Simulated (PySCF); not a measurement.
# AlSiNH6SO (SMILES [NH2][Al]([SH])[O][SiH3]): levels of theory compared

We compute a comparison of 6 runs (CAM-B3LYP/6-31G, B3LYP/6-31G*, PBE0/def2-SVP, r2SCAN/cc-pVDZ, wB97X/def2-SVP, SVWN5/aug-cc-pVDZ) of AlSiNH6SO. Input form: a Python script.

The results are computed with PySCF 2.14.0.

### Step 1. The system as given

AlSiNH6SO has 11 atoms, charge 0, and is taken as a singlet. SMILES: `[NH2][Al]([SH])[O][SiH3]`. The shape is that of a PBE0-D4/def2-TZVP optimisation. This is one conformer, not always the lowest.

Bond lengths: N1–Al2 1.754 Å, Al2–S3 2.179 Å, Al2–O4 1.682 Å, O4–Si5 1.623 Å, N1–H6 1.006 Å, N1–H7 1.006 Å, S3–H8 1.344 Å, Si5–H9 1.486 Å, Si5–H10 1.490 Å, Si5–H11 1.487 Å. Some angles: N1–Al2–S3 120.0°, N1–Al2–O4 119.8°, S3–Al2–O4 120.2°, Al2–O4–Si5 159.2°, Al2–N1–H6 125.0°, Al2–N1–H7 124.3°, Al2–S3–H8 92.2°, O4–Si5–H9 110.1°, O4–Si5–H10 110.6°, O4–Si5–H11 110.1°.

### Step 2. Energy and forces at CAM-B3LYP/6-31G (run 1)

run.py reads:

```python
# [NH2][Al]([SH])[O][SiH3]
import pyscf.grad
from pyscf import gto, dft

mol = gto.M(
    atom='''
N     -2.196996     4.304985     0.090707
Al    -0.092975     1.879333    -0.734348
S      2.772984     2.533367    -3.618259
O     -0.294797    -0.947698     0.706380
Si     0.352434    -3.864301     1.399909
H     -2.209090     6.045801    -0.673687
H     -3.563457     4.137177     1.402555
H      3.681942     0.171965    -3.391303
H      1.041239    -4.079352     4.114690
H      2.511068    -4.795369    -0.150800
H     -1.879144    -5.493623     0.893085
''',
    max_memory=1860,
    unit='bohr',
    verbose=4,
    basis='6-31g',
)

mf = dft.RKS(mol)
mf.xc = 'cam-b3lyp'
mf.conv_tol = 1e-10
mf.grids.level = 5
mf.kernel()
if not mf.converged:
    mf = mf.newton().run(mf.mo_coeff, mf.mo_occ)

e_final = mf.e_tot
print('Final energy', e_final)
grad = mf.Gradients().kernel()
mf.analyze()
```

On the command line:

```bash
OMP_NUM_THREADS=1 python run.py
```

What it wrote:

```text
PySCF version 2.14.0

[... 100 lines left out ...]
Two-electron Coulomb Energy =          819.030865039250102
[... 15 lines left out ...]
MO #13  energy= -3.75901515214274  occ= 2
[... 13 lines left out ...]
MO #27  energy= -0.456144649579722 occ= 2
[... 13 lines left out ...]
MO #41  energy= 0.177418762605292  occ= 0
[... 13 lines left out ...]
MO #55  energy= 0.614033268430183  occ= 0
[... 13 lines left out ...]
MO #69  energy= 1.56627776292417   occ= 0
[... 83 lines left out ...]
Dipole moment(X, Y, Z, Debye): -1.12335, -0.57551,  1.26489
```

Wall time 3.4 min (1 thread of Intel Xeon at 2.50GHz (Skylake/Cascade Lake), shared host); peak memory 0.69 GiB.

### Step 3. Energy and forces at B3LYP/6-31G(d) (spherical functions) (run 2)

job.py reads:

```python
from pyscf import gto, dft

mol = gto.Mole()
mol.atom = '''
N     -2.196996     4.304985     0.090707
Al    -0.092975     1.879333    -0.734348
S      2.772984     2.533367    -3.618259
O     -0.294797    -0.947698     0.706380
Si     0.352434    -3.864301     1.399909
H     -2.209090     6.045801    -0.673687
H     -3.563457     4.137177     1.402555
H      3.681942     0.171965    -3.391303
H      1.041239    -4.079352     4.114690
H      2.511068    -4.795369    -0.150800
H     -1.879144    -5.493623     0.893085
'''
mol.max_memory = 1860
mol.spin = 0
mol.verbose = 4
mol.unit = 'bohr'
mol.basis = '6-31g*'
mol.build()

mf = dft.RKS(mol, xc='b3lyp')
mf.conv_tol = 1e-10
mf.grids.level = 5
mf.kernel()
if not mf.converged:
    mf = mf.newton().run(mf.mo_coeff, mf.mo_occ)

energy = mf.e_tot
print(f'total energy: {energy:.8f} hartree')
grad = mf.nuc_grad_method().kernel()
mf.analyze()
```

On the command line:

```bash
OMP_NUM_THREADS=1 python job.py
```

What it wrote:

```text
PySCF version 2.14.0

[... 107 lines left out ...]
MO #4   energy= -19.1318920218442  occ= 2
[... 17 lines left out ...]
MO #22  energy= -0.485436539772313 occ= 2
[... 17 lines left out ...]
MO #40  energy= 0.102073659119585  occ= 0
[... 17 lines left out ...]
MO #58  energy= 0.588108559031363  occ= 0
[... 17 lines left out ...]
MO #76  energy= 1.12942195276779   occ= 0
[... 17 lines left out ...]
MO #94  energy= 2.71386797527856   occ= 0
[... 108 lines left out ...]
Dipole moment(X, Y, Z, Debye): -1.14446,  0.26539,  0.91592
```

It took 2.2 min on 1 thread of Intel Xeon at 2.50GHz (Skylake/Cascade Lake), shared host; peak memory 0.93 GiB.

Runs 3 to 5 aren't shown in full; the table further down has their settings and results.

### Step 4. Energy and forces at SVWN5/aug-cc-pVDZ (run 6)

input.xyz reads:

```xyz
11

N     -1.162600     2.278100     0.048000
Al    -0.049200     0.994500    -0.388600
S      1.467400     1.340600    -1.914700
O     -0.156000    -0.501500     0.373800
Si     0.186500    -2.044900     0.740800
H     -1.169000     3.199300    -0.356500
H     -1.885700     2.189300     0.742200
H      1.948400     0.091000    -1.794600
H      0.551000    -2.158700     2.177400
H      1.328800    -2.537600    -0.079800
H     -0.994400    -2.907100     0.472600
```

job.py reads:

```python
import pyscf.grad
from pyscf import gto, dft

mol = gto.Mole()
mol.atom = 'input.xyz'
mol.spin = 0
mol.charge = 0
mol.verbose = 4
mol.basis = 'aug-cc-pvdz'
mol.max_memory = 1860
mol.build()

calc0 = dft.RKS(mol)
calc0.xc = 'svwn'
calc0.grids.level = 5
calc0.conv_tol = 1e-10
calc0.kernel()
if not calc0.converged:
    calc0 = calc0.newton().run(calc0.mo_coeff, calc0.mo_occ)

e_final = calc0.e_tot
print('E = %.10f Eh' % e_final)
grad = calc0.Gradients().kernel()
dip = calc0.dip_moment()
pop, q = calc0.mulliken_pop()
```

On the command line:

```bash
OMP_NUM_THREADS=1 python job.py
```

What it wrote:

```text
PySCF version 2.14.0

[... 87 lines left out ...]
converged SCF energy = -1059.27825121323
[... 13 lines left out ...]
Dipole moment(X, Y, Z, Debye): -0.93728,  0.46494,  0.64076
[... 193 lines left out ...]
charge of   10H =      0.40220
```

It took 5 min on 1 thread of Intel Xeon at 2.50GHz (Skylake/Cascade Lake), shared host; peak memory 1.7 GiB.

### Step 5. All runs side by side

```
run                               level   energy (Eh)  dipole moment (D)  HOMO energy (eV)  LUMO energy (eV)  wall time
  1                     CAM-B3LYP/6-31G  -1063.646025               1.79             -8.55              0.57    3.4 min
  2  B3LYP/6-31G* (spherical functions)  -1063.863677               1.49             -6.90             -0.44    2.2 min
  3                       PBE0/def2-SVP  -1062.955708               1.30             -7.19             -0.13    2.5 min
  4                      r2SCAN/cc-pVDZ  -1063.716773               1.32             -6.18             -0.56    5.3 min
  5                      wB97X/def2-SVP  -1063.434956               1.33             -9.58              1.83    3.1 min
  6                   SVWN5/aug-cc-pVDZ  -1059.278251               1.23             -6.30             -1.73      5 min
```

### Step 6. Results

| quantity | value |
| --- | --- |
| run 6: total energy | -1059.27825 Eh |
| run 6: dipole moment | 1.23 D |
| run 6: HOMO energy | -6.30 eV |
| run 6: LUMO energy | -1.73 eV |
| run 6: HOMO–LUMO gap | 4.56 eV |
| run 6: largest force on an atom | 1.183 eV/Å |

What this shows: The dipole moment (its size) runs from 1.23 D (SVWN5/aug-cc-pVDZ) to 1.79 D (CAM-B3LYP/6-31G). The two ends differ in method and basis. The HOMO–LUMO gap runs from 4.56 eV (SVWN5/aug-cc-pVDZ) to 11.42 eV (wB97X/def2-SVP). Totals of different functionals can't be ranked against each other. All runs together took 22 min, the longest 5.3 min.
